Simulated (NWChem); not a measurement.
# the pair ZnF2···BNH4, step by step

Aim: a single-point energy (singlet ZnBNH4F2, HF/def2-SVP), then a single-point energy (singlet ZnF2, HF/def2-SVP), then the energy (singlet BNH4, HF/def2-SVP), then a single-point energy (singlet ZnF2, HF/def2-SVP), then a single-point energy (singlet BNH4, HF/def2-SVP) of BF2H4NZn and its partners. 

The results are computed with NWChem 7.3.0.

## Step 1: The molecule

ZnBNH4F2 has 9 atoms, charge 0, and is taken as a singlet. The two molecules were placed rigidly side by side, at 1.3 times their contact distance; the pair isn't optimised.

Bond lengths: F1–Zn2 1.732 Å, Zn2–F3 1.732 Å, B4–N5 1.385 Å, B4–H6 1.197 Å, B4–H7 1.197 Å, N5–H8 1.006 Å, N5–H9 1.006 Å. Angles: F1–Zn2–F3 180.0°, B4–N5–H8 123.2°, B4–N5–H9 123.2°, N5–B4–H6 119.0°, N5–B4–H7 119.0°, H8–N5–H9 113.5°, H6–B4–H7 122.0°.

## Step 2: The energy at HF/def2-SVP (run 1)

Contents of input.nw:

```
echo
start input
title "BF2H4NZn"
memory 2200 mb

geometry noautosym nocenter noautoz
 F    -1.401270    0.744700   -0.693000
 Zn   -0.000070   -0.000200   -0.000100
 F     1.401330   -0.744500    0.693100
 B    -5.621870    0.295540   -1.897120
 N    -5.894860    1.358260   -1.052060
 H    -6.533830   -0.305880   -2.386590
 H    -4.481160    0.006080   -2.115910
 H    -5.178660    1.906640   -0.606960
 H    -6.828240    1.655970   -0.824510
end

basis "ao basis" spherical bse
 * library def2-SVP
end

scf
 thresh 1e-08
 maxiter 80
 noprint "final vectors analysis"
end

task scf energy
```

Launch:

```console
$ nwchem input.nw > input.out
```

What it wrote (excerpt; [...] marks lines left out):

```text
[...]
  functions       =   107
[...]
  wavefunction    = RHF
[...]
         Total SCF energy =  -2057.757843826042
      One-electron energy =  -3428.068880828554
      Two-electron energy =   1091.591160941127
 Nuclear repulsion energy =    278.719876061385
        Time for solution =     16.8s
[...]
```

It took 18 s on 1 thread of Intel Xeon Platinum 8488C (Sapphire Rapids), shared host; peak memory 0.1 GiB.

## Step 3: ZnF2: a single-point energy at HF/def2-SVP (run 2)

Contents of m1.nw:

```
start m1
title "F2Zn"
memory 2200 mb
geometry noautosym nocenter noautoz
  F       -1.401270       0.744700      -0.693000
  Zn      -0.000070      -0.000200      -0.000100
  F        1.401330      -0.744500       0.693100
end
basis spherical bse
  * library def2-SVP
end
scf
  thresh 1e-08
  maxiter 80
  print low
end
task scf
```

Launch:

```console
$ nwchem m1.nw > m1.out
```

What it wrote (excerpt; [...] marks lines left out):

```text
[...]
  functions       =    59
[...]
  wavefunction    = RHF
[...]
         Total SCF energy =  -1976.322814378828
      One-electron energy =  -3116.708088133188
      Two-electron energy =    962.982918628382
 Nuclear repulsion energy =    177.402355125978
        Time for solution =      8.0s
 Task  times  cpu:        8.3s     wall:        8.3s
[...]
```

Wall time 9 s (1 thread of Intel Xeon Platinum 8488C (Sapphire Rapids), shared host); peak memory 0.099 GiB.

## Step 4: BNH4: a single-point energy at HF/def2-SVP (run 3)

Contents of bh4n.nw:

```
echo
start bh4n
title "BH4N energy"
memory 2200 mb
charge 0
geometry units angstroms noautosym nocenter noautoz
B       -5.621870       0.295540      -1.897120
N       -5.894860       1.358260      -1.052060
H       -6.533830      -0.305880      -2.386590
H       -4.481160       0.006080      -2.115910
H       -5.178660       1.906640      -0.606960
H       -6.828240       1.655970      -0.824510
end
basis spherical bse
* library def2-SVP
end
scf
thresh 1e-08
maxiter 80
noprint "final vectors analysis"
end
task scf energy
```

Launch:

```console
$ nwchem bh4n.nw > bh4n.out
```

What it wrote (excerpt; [...] marks lines left out):

```text
[...]
  functions       =    48
[...]
  wavefunction    = RHF
[...]
         Total SCF energy =    -81.434610353790
      One-electron energy =   -173.227482400953
      Two-electron energy =     59.476813288468
 Nuclear repulsion energy =     32.316058758695
        Time for solution =      1.0s
[...]
```

Wall time 1.6 s (1 thread of Intel Xeon Platinum 8488C (Sapphire Rapids), shared host); peak memory 0.098 GiB.

## Step 5: ZnF2 among ghost functions: a single-point energy at HF/def2-SVP (with ghost functions) (run 4)

Contents of f2zn.nw:

```
start f2zn
memory total 2200 mb
geometry units angstroms noautosym nocenter noautoz
  F       -1.401270       0.744700      -0.693000
  Zn      -0.000070      -0.000200      -0.000100
  F        1.401330      -0.744500       0.693100
  bqB     -5.621870     0.295540    -1.897120
  bqN     -5.894860     1.358260    -1.052060
  bqH     -6.533830    -0.305880    -2.386590
  bqH     -4.481160     0.006080    -2.115910
  bqH     -5.178660     1.906640    -0.606960
  bqH     -6.828240     1.655970    -0.824510
end
basis spherical bse
  F library def2-SVP
  Zn library def2-SVP
  bqB library B def2-SVP
  bqN library N def2-SVP
  bqH library H def2-SVP
end
scf
  thresh 1e-08
  maxiter 80
  print low
end
task scf
```

Launch:

```console
$ nwchem f2zn.nw > f2zn.out
```

What it wrote (excerpt; [...] marks lines left out):

```text
[...]
  functions       =   107
[...]
  wavefunction    = RHF
[...]
         Total SCF energy =  -1976.323236463272
      One-electron energy =  -3116.689449733337
      Two-electron energy =    962.963858144087
 Nuclear repulsion energy =    177.402355125978
        Time for solution =     14.1s
 Task  times  cpu:       14.5s     wall:       14.5s
[...]
```

Run time: 15 s. Hardware: 1 thread of Intel Xeon Platinum 8488C (Sapphire Rapids), shared host; peak memory 0.1 GiB.

## Step 6: BNH4 among ghost functions: a single-point energy at HF/def2-SVP (with ghost functions) (run 5)

Contents of bh4n.nw:

```
start bh4n
title "BH4N"
memory 2200 mb
geometry units au noautosym nocenter noautoz
  B    -10.62379461     0.55848966    -3.58503723
  N    -11.13967094     2.56673941    -1.98810527
  H    -12.34714924    -0.57802943    -4.51000147
  H     -8.46816512     0.01148953    -3.99849040
  H     -9.78624909     3.60302742    -1.14698817
  H    -12.90350351     3.12932977    -1.55809809
  bqF     -2.648017     1.407279    -1.309580
  bqZn    -0.000132    -0.000378    -0.000189
  bqF      2.648130    -1.406901     1.309769
end
basis spherical bse
  B library def2-SVP
  N library def2-SVP
  H library def2-SVP
  bqF library F def2-SVP
  bqZn library Zn def2-SVP
end
scf
  thresh 1e-08
  maxiter 80
  print low
end
task scf
```

Launch:

```console
$ nwchem bh4n.nw > bh4n.out
```

What it wrote (excerpt; [...] marks lines left out):

```text
[...]
  functions       =   107
[...]
  wavefunction    = RHF
[...]
         Total SCF energy =    -81.434615840627
      One-electron energy =   -173.227221143227
      Two-electron energy =     59.476548873147
 Nuclear repulsion energy =     32.316056429452
        Time for solution =      6.5s
 Task  times  cpu:        6.7s     wall:        6.7s
[...]
```

It took 7.2 s on 1 thread of Intel Xeon Platinum 8488C (Sapphire Rapids), shared host; peak memory 0.1 GiB.

## Step 7: Summary of results

| quantity | value |
| --- | --- |
| run 1, HF/def2-SVP: total energy | -2057.75784 Eh |
| run 1, HF/def2-SVP: dipole moment | 1.92 D |
| ZnF2: total energy | -1976.32281 Eh |
| BNH4: total energy | -81.43461 Eh |
| BNH4: dipole moment | 1.92 D |
| ZnF2 among ghost functions: total energy | -1976.32324 Eh |
| BNH4 among ghost functions: total energy | -81.43462 Eh |
| interaction energy of the rigid parts ZnF2 and BNH4 (parts in their own basis; closest atoms 3.47 Å apart) | -0.011 eV |
| interaction energy of the rigid parts ZnF2 and BNH4 (parts in the whole basis, counterpoise; closest atoms 3.47 Å apart) | 0.000 eV |

**Reading.** The interaction energy of the rigid parts ZnF2 and BNH4 (parts in their own basis; closest atoms 3.47 Å apart) is −0.01 eV (−0.3 kcal/mol). Without counterpoise this holds the superposition error of the basis. The interaction energy of the rigid parts ZnF2 and BNH4 (parts in the whole basis, counterpoise; closest atoms 3.47 Å apart) is 0.00 eV (0.0 kJ/mol). The basis-set superposition error is 1.1 kJ/mol. It is larger than the uncorrected attraction, which is thus an artefact of the basis. Mulliken charges (run 1, HF/def2-SVP) run from -0.65 on F1 to +1.31 on Zn2. Mulliken charges (BNH4) run from -0.24 on N2 to +0.17 on B1.
